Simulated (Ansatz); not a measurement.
# BBrFH₃Si: one species, many methods

Aim: compute BBrFH₃Si with functionals from several rungs and with coupled cluster, and see how far each lands from CCSD(T) at the basis-set limit for the atomisation energy.

Computed with Ansatz 0.2.0, Gaussian basis. Level: functionals in def2-TZVPP, the program's frozen cores in correlated methods.

Levels to be run: LDA (SPW92), PBE-D4, revPBE-D4, BLYP-D4, r2SCAN-D4, B97M-V, PBE0-D4, B3LYP-D4, r2SCANh-D4, r2SCAN0-D4, HSE06-D4, BHLYP-D4, CAM-B3LYP-D4, LC-ωPBE, ωB97X-V, ωB97M-V, B2PLYP, PBE-QIDH; CCSD(T)/def2-SVP; CCSD(T)/def2-TZVPP; MP2/def2-QZVPP; extrapolation to the limit; RPA on PBE.

**1. The geometry**

An earlier PBE0-D4 in a triple-zeta def2 set relaxation fixed the geometry.

SMILES `FB([SiH3])Br`, 7 atoms, charge 0, spin multiplicity 1.

Atoms are counted from 1 here; the program's logs count them from 0.

Bond lengths: F1–B2 1.313 Å, B2–Si3 2.027 Å, B2–Br4 1.923 Å, Si3–H5 1.487 Å, Si3–H6 1.486 Å, Si3–H7 1.487 Å. Angles: F1–B2–Si3 123.6°, F1–B2–Br4 116.8°, Si3–B2–Br4 119.5°, B2–Si3–H5 108.5°, B2–Si3–H6 111.9°, B2–Si3–H7 108.5°, H5–Si3–H6 109.6°, H5–Si3–H7 108.7°, H6–Si3–H7 109.6°.

Geometry (Å):

```xyz
7
charge 0, multiplicity 1
F    -1.49401   -1.15652    1.13146
B    -0.77964   -0.82392    0.08122
Si    0.59741    0.66339    0.08486
Br   -1.08722   -1.82739   -1.52978
H     0.21052    1.66750   -0.94093
H     0.69767    1.32228    1.41315
H     1.91658    0.08675   -0.28569
```

**2. LDA**

This LDA is Slater exchange with PW92 correlation.

Input file in.yaml:

```yaml
crystal:
  periodic: [false, false, false]
  atoms:
    - {symbol: F, position_ang: [-1.494012, -1.156519, 1.131463]}
    - {symbol: B, position_ang: [-0.779644, -0.823922, 0.081220]}
    - {symbol: Si, position_ang: [0.597407, 0.663392, 0.084863]}
    - {symbol: Br, position_ang: [-1.087219, -1.827385, -1.529782]}
    - {symbol: H, position_ang: [0.210518, 1.667499, -0.940925]}
    - {symbol: H, position_ang: [0.697666, 1.322285, 1.413151]}
    - {symbol: H, position_ang: [1.916584, 0.086750, -0.285692]}
basis:
  gaussian: {orbitals: def2-TZVPP}
hamiltonian: {xc: lda}
output: {orbitals: {seedname: orbitals}}
```

Run with:

```
$ ansatz run in.yaml --threads 2 --pin off --events-out ev --progress --plain --max-ram 4352MiB
```

Further steps of the session: PBE-D4 (GGA); revPBE-D4 (GGA); BLYP-D4 (GGA); r2SCAN-D4 (meta-GGA); B97M-V (meta-GGA); B3LYP-D4 (hybrid); r2SCANh-D4 (hybrid); r2SCAN0-D4 (hybrid); HSE06-D4 (hybrid); BHLYP-D4 (hybrid); CAM-B3LYP-D4 (range-separated); LC-ωPBE (range-separated); ωB97X-V (range-separated); ωB97M-V (range-separated); B2PLYP (double hybrid); PBE-QIDH (double hybrid); CCSD(T) in def2-SVP; CCSD(T) in def2-TZVPP; MP2 in def2-QZVPP; RPA on PBE orbitals.

**Question.** What will the summary of the whole plan be? Wanted: atomisation energy, CCSD(T)/CBS; farthest beyond LDA; mean size of error, GGA; mean size of error, meta-GGA; mean size of error, hybrid; mean size of error, range-separated; mean size of error, double hybrid; gap, smallest and largest; T1 diagnostic.

**Answer**, as computed:

| quantity | value |
| --- | --- |
| atomisation energy, CCSD(T)/CBS | 23.919 eV |
| functionals within 0.239 eV (1.0 %) | BLYP-D4, r2SCAN-D4, B97M-V, PBE0-D4, B3LYP-D4, r2SCANh-D4, r2SCAN0-D4, HSE06-D4, CAM-B3LYP-D4, LC-ωPBE, ωB97X-V, ωB97M-V, PBE-QIDH |
| farthest beyond LDA | BHLYP-D4 (-0.613 eV) |
| mean size of error, GGA | 0.252 eV |
| mean size of error, meta-GGA | 0.169 eV |
| mean size of error, hybrid | 0.181 eV |
| mean size of error, range-separated | 0.083 eV |
| mean size of error, double hybrid | 0.222 eV |
| gap, smallest and largest | 4.29 eV (LDA (SPW92)), 11.48 eV (LC-ωPBE) |
| T1 diagnostic | 0.0120 |
| triples share of the correlation energy | 3.3 % |

**Reading.** LDA overbinds by 3.212 eV (13 %). PBE-D4 is off by +0.264 eV. Double hybrids carry the basis error of their MP2 part in triple zeta, and no dispersion term here, so their miss is partly the set-up's. The rungs range-separated, meta-GGA, hybrid, double hybrid miss on average by less than the doubt on the reference (0.239 eV), so they tie. The reference freezes the cores and leaves out relativity and excitations past (T), and its outer-core shells are covered unevenly, so misses under about 0.239 eV can't be ranked. All levels share the lack of spin-orbit coupling, which lowers the free heavy atoms and so the true binding. Hartree-Fock recovers 76 % of the binding; the rest is correlation. CCSD(T) in def2-SVP is off by -1.311 eV, worse than the median functional, from the basis alone. Orbital gaps span 4.3 to 11.5 eV; exact exchange widens them. Correlated methods include outer-core shells of Br, which these sets cover unevenly.
